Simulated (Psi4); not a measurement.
**CH3BF3Ge+ (SMILES [CH3][Ge+]([F])[B](F)F) at 3 levels**

We compute a comparison of 3 runs (HF/pcseg-1, KMLYP/cc-pVTZ) of CH3BF3Ge+. 

The calculation is run with Psi4 1.11.

4 further runs of the same task are left out: 1 that didn't finish, 3 set aside as unsound or not needed.

## Step 1: Starting point

The species is CH3BF3Ge+ (9 atoms), meant as a singlet with charge +1. As SMILES, `[CH3][Ge+]([F])[B](F)F`. The shape comes from GFN2-xTB, which is rough for such elements, and wasn't checked as a minimum.

Bond lengths: C1–Ge2 2.003 Å, Ge2–F3 1.729 Å, Ge2–B4 2.228 Å, B4–F5 1.274 Å, B4–F6 1.276 Å, C1–H7 1.092 Å, C1–H8 1.097 Å, C1–H9 1.097 Å. Some angles: C1–Ge2–F3 103.8°, C1–Ge2–B4 154.9°, F3–Ge2–B4 101.3°, Ge2–B4–F5 115.3°, Ge2–B4–F6 119.5°, F5–B4–F6 125.2°, Ge2–C1–H7 111.8°, Ge2–C1–H8 107.1°, Ge2–C1–H9 107.2°, H7–C1–H8 110.9°.

## Step 2: A single-point energy at HF/pcseg-1 (density fitting with def2-universal-jkfit) (run 1)

File input.dat:

```
memory 1.6 GB

molecule m {
  1 1
  C     -3.45360677    -0.43960699    -0.03730319
  Ge     0.24186605     0.38240498    -0.00111494
  F      0.31220165     3.64947689    -0.03805908
  B      4.35228493    -0.53048392     0.05514221
  F      5.82799096     1.36948452     0.16453845
  F      5.05802205    -2.83570413    -0.02403732
  H     -3.78566945    -2.47353811    -0.14172946
  H     -4.27820767     0.53033274    -1.67267218
  H     -4.27488175     0.34761512     1.69521661
  units bohr
  symmetry c1
}

set globals {
  basis        pcseg-1
  reference    rhf
  df_basis_scf def2-universal-jkfit
}

result, w = energy('scf', return_wfn=True)
print_variables()
```

Started as:

```
psi4 input.dat output.dat -n 1
```

output.dat:

```text
[...]
  Running in c1 symmetry.
[...]
  Nuclear repulsion =  431.116058502685007
[...]
  Multiplicity = 1
[...]
  Nalpha       = 36
  Nbeta        = 36
[...]
    Number of basis functions: 112
[...]
   @DF-RHF iter   1: -2437.05199176570750   -4.78584e+00   8.75299e-03 DIIS/ADIIS
[...]
   @DF-RHF iter   9: -2437.45392288738958   -2.82907e-08   3.94203e-07 DIIS
[...]
    Orbital Energies [Eh]
    ---------------------
    Doubly Occupied:
       1A   -405.469642     2A    -52.409600     3A    -46.536592
       4A    -46.534602     5A    -46.532965     6A    -26.514695
       7A    -26.513427     8A    -26.459091     9A    -11.460198
      10A     -7.980186    11A     -7.497408    12A     -5.499265
      13A     -5.493845    14A     -5.489127    15A     -1.982011
      16A     -1.972853    17A     -1.966347    18A     -1.966297
      19A     -1.961207    20A     -1.882380    21A     -1.855952
      22A     -1.758576    23A     -1.173406    24A     -1.045195
      25A     -0.994951    26A     -0.980133    27A     -0.938185
      28A     -0.924153    29A     -0.876802    30A     -0.876292
      31A     -0.848075    32A     -0.836074    33A     -0.791943
      34A     -0.783628    35A     -0.766879    36A     -0.661719
[...]
  @DF-RHF Final Energy: -2437.45392288738958
   => Energetics <=
    Nuclear Repulsion Energy =            431.1160585026850072
    One-Electron Energy =               -4240.6723520602172357
    Two-Electron Energy =                1372.1023706701423635
    Total Energy =                      -2437.4539228873900356
[...]
 Multipole Moments:
 ------------------------------------------------------------------------------------
     Multipole            Electronic (a.u.)      Nuclear  (a.u.)        Total (a.u.)
 ------------------------------------------------------------------------------------
 L = 1.  Multiply by 2.5417464519 to convert [e a0] to [Debye]
 Dipole X            :          5.7083955           -7.2708893           -1.5624938
 Dipole Y            :          0.2330956           -1.5216615           -1.2885658
 Dipole Z            :          0.0665858           -0.0661785            0.0004074
 Magnitude           :                                                    2.0252874
[...]
```

Run time: 2.4 s. Hardware: 1 thread of Intel Xeon 6975P-C (Granite Rapids), shared host; peak memory 0.27 GiB.

## Step 3: A single-point energy at KMLYP/cc-pVTZ (density fitting with cc-pvtz-jkfit) (run 2)

File job.in:

```
memory 1600 MB

molecule geom {
  1 1
  C
  Ge 1 2.003447
  F 2 1.729371 1 103.76596
  B 2 2.228337 3 101.29543 1 179.92865
  F 4 1.274379 2 115.3229 3 3.0259
  F 4 1.276445 5 125.18282 2 179.91837
  H 1 1.091959 2 111.81238 3 176.29358
  H 1 1.09671 7 110.937 2 119.50696
  H 1 1.096794 7 110.66542 8 121.01609
  units angstrom
  no_reorient
  no_com
}

set basis cc-pVTZ
set reference rks
set scf_type mem_df
set df_basis_scf cc-pvtz-jkfit
set s_orthogonalization partialcholesky

e, wfn = energy("kmlyp", return_wfn=True)
print_variables()
```

Started as:

```
psi4 -n 1 job.in job.out
```

job.out:

```text
[...]
  Running in c1 symmetry.
[...]
  Nuclear repulsion =  431.116030251752250
[...]
  Multiplicity = 1
[...]
  Nalpha       = 36
  Nbeta        = 36
[...]
    Number of basis functions: 235
[...]
   @DF-RKS iter   1: -2438.81298224240618   -3.38701e+00   8.32114e-03 DIIS/ADIIS
[...]
   @DF-RKS iter   8: -2439.70685606878715   -2.14430e-07   7.58750e-07 DIIS
[...]
    Orbital Energies [Eh]
    ---------------------
    Doubly Occupied:
       1A   -401.633356     2A    -51.129778     3A    -45.478521
       4A    -45.475317     5A    -45.473807     6A    -25.592573
       7A    -25.591802     8A    -25.537146     9A    -10.852382
      10A     -7.475898    11A     -6.970366    12A     -5.066217
      13A     -5.057319    14A     -5.051824    15A     -1.745070
      16A     -1.736603    17A     -1.730834    18A     -1.728492
      19A     -1.723713    20A     -1.673352    21A     -1.648599
      22A     -1.554362    23A     -1.057746    24A     -0.936865
      25A     -0.893740    26A     -0.888192    27A     -0.843420
      28A     -0.833257    29A     -0.782554    30A     -0.777552
      31A     -0.751708    32A     -0.745973    33A     -0.726663
      34A     -0.716486    35A     -0.704876    36A     -0.616105
[...]
  @DF-RKS Final Energy: -2439.70685606878715
   => Energetics <=
    Nuclear Repulsion Energy =            431.1160302517522496
    One-Electron Energy =               -4242.2255737330224292
    Two-Electron Energy =                1425.1898935381204865
    DFT Exchange-Correlation Energy =     -53.7872061256375460
    Empirical Dispersion Energy =           0.0000000000000000
    VV10 Nonlocal Energy =                  0.0000000000000000
    Total Energy =                      -2439.7068560687871468
[...]
 Multipole Moments:
 ------------------------------------------------------------------------------------
     Multipole            Electronic (a.u.)      Nuclear  (a.u.)        Total (a.u.)
 ------------------------------------------------------------------------------------
 L = 1.  Multiply by 2.5417464519 to convert [e a0] to [Debye]
 Dipole X            :         -0.0020198            0.0061290            0.0041092
 Dipole Y            :          0.9041553           -0.0932987            0.8108566
 Dipole Z            :          5.7220471           -7.4281188           -1.7060716
 Magnitude           :                                                    1.8889642
[...]
```

It took 16 s on 1 thread of Intel Xeon 6975P-C (Granite Rapids), shared host; peak memory 1.7 GiB.

## Step 4: A single-point energy at KMLYP/cc-pVTZ (density fitting with def2-universal-jkfit) (run 3)

File calc.py:

```python
import psi4

psi4.set_memory('1600 MB')
psi4.set_num_threads(1)
psi4.set_output_file('run.log', False)

mol = psi4.geometry("""
1 1
C     -1.827570    -0.232630    -0.019740
Ge     0.127990     0.202360    -0.000590
F      0.165210     1.931220    -0.020140
B      2.303130    -0.280720     0.029180
F      3.084040     0.724700     0.087070
F      2.676590    -1.500590    -0.012720
H     -2.003290    -1.308940    -0.075000
H     -2.263930     0.280640    -0.885140
H     -2.262170     0.183950     0.897070
no_reorient
no_com
""")

psi4.set_options({
    'basis': 'cc-pVTZ',
    'reference': 'rks',
    'scf_type': 'mem_df',
    'df_basis_scf': 'def2-universal-jkfit',
})

e_tot, wfn = psi4.energy("kmlyp", return_wfn=True)
print(f'kmlyp energy: {e_tot:.10f} Eh')
```

Started as:

```
python calc.py
```

run.log:

```text
[...]
  Running in c1 symmetry.
[...]
  Nuclear repulsion =  431.116058451647575
[...]
  Multiplicity = 1
[...]
  Nalpha       = 36
  Nbeta        = 36
[...]
    Number of basis functions: 235
[...]
   @DF-RKS iter   1: -2438.81308301025683   -3.38706e+00   8.32113e-03 ADIIS/DIIS
[...]
   @DF-RKS iter   8: -2439.70696265043125   -2.14356e-07   7.58500e-07 DIIS
[...]
    Orbital Energies [Eh]
    ---------------------
    Doubly Occupied:
       1A   -401.633380     2A    -51.129790     3A    -45.478534
       4A    -45.475330     5A    -45.473820     6A    -25.592562
       7A    -25.591788     8A    -25.537129     9A    -10.852369
      10A     -7.475871    11A     -6.970365    12A     -5.066217
      13A     -5.057318    14A     -5.051823    15A     -1.745074
      16A     -1.736607    17A     -1.730836    18A     -1.728495
      19A     -1.723717    20A     -1.673346    21A     -1.648594
      22A     -1.554356    23A     -1.057740    24A     -0.936861
      25A     -0.893738    26A     -0.888190    27A     -0.843423
      28A     -0.833257    29A     -0.782555    30A     -0.777551
      31A     -0.751703    32A     -0.745970    33A     -0.726658
      34A     -0.716480    35A     -0.704873    36A     -0.616098
[...]
  @DF-RKS Final Energy: -2439.70696265043125
   => Energetics <=
    Nuclear Repulsion Energy =            431.1160584516475751
    One-Electron Energy =               -4242.2259273619274609
    Two-Electron Energy =                1425.1901406061779198
    DFT Exchange-Correlation Energy =     -53.7872343463290079
    Empirical Dispersion Energy =           0.0000000000000000
    VV10 Nonlocal Energy =                  0.0000000000000000
    Total Energy =                      -2439.7069626504312509
[...]
 Multipole Moments:
 ------------------------------------------------------------------------------------
     Multipole            Electronic (a.u.)      Nuclear  (a.u.)        Total (a.u.)
 ------------------------------------------------------------------------------------
 L = 1.  Multiply by 2.5417464519 to convert [e a0] to [Debye]
 Dipole X            :        -97.2825689           97.2246706           -0.0578983
 Dipole Y            :        -25.7991753           25.0006231           -0.7985522
 Dipole Z            :         -0.8077434            0.8190073            0.0112639
 Magnitude           :                                                    0.8007276
[...]
```

The script printed:

```text
kmlyp energy: -2439.7069626504 Eh
```

Wall time 14 s (1 thread of Intel Xeon 6975P-C (Granite Rapids), shared host); peak memory 1.7 GiB.

## Step 5: Overview of the runs

```csv
run,level,integrals,integral approximation,energy (Eh),HOMO energy (eV),LUMO energy (eV),HOMO–LUMO gap (eV),wall time
1,HF/pcseg-1 (density fitting with def2-universal-jkfit),df,def2-universal-jkfit,-2437.453923,-18.01,-6.08,11.92,2.4 s
2,KMLYP/cc-pVTZ (density fitting with cc-pvtz-jkfit),mem_df,cc-pvtz-jkfit,-2439.706856,-16.77,-8.51,8.25,16 s
3,KMLYP/cc-pVTZ (density fitting with def2-universal-jkfit),mem_df,def2-universal-jkfit,-2439.706963,-16.76,-8.51,8.25,14 s
```

## Step 6: What came out

```
            quantity           value
 run 3: total energy  -2439.70696 Eh
  run 3: HOMO energy       -16.76 eV
  run 3: LUMO energy        -8.51 eV
run 3: HOMO–LUMO gap         8.25 eV
```

What this shows: The HOMO–LUMO gap runs from 8.25 eV (KMLYP/cc-pVTZ) to 11.92 eV (HF/pcseg-1). The two ends differ in method and basis. All runs together took 32 s, the longest 16 s.
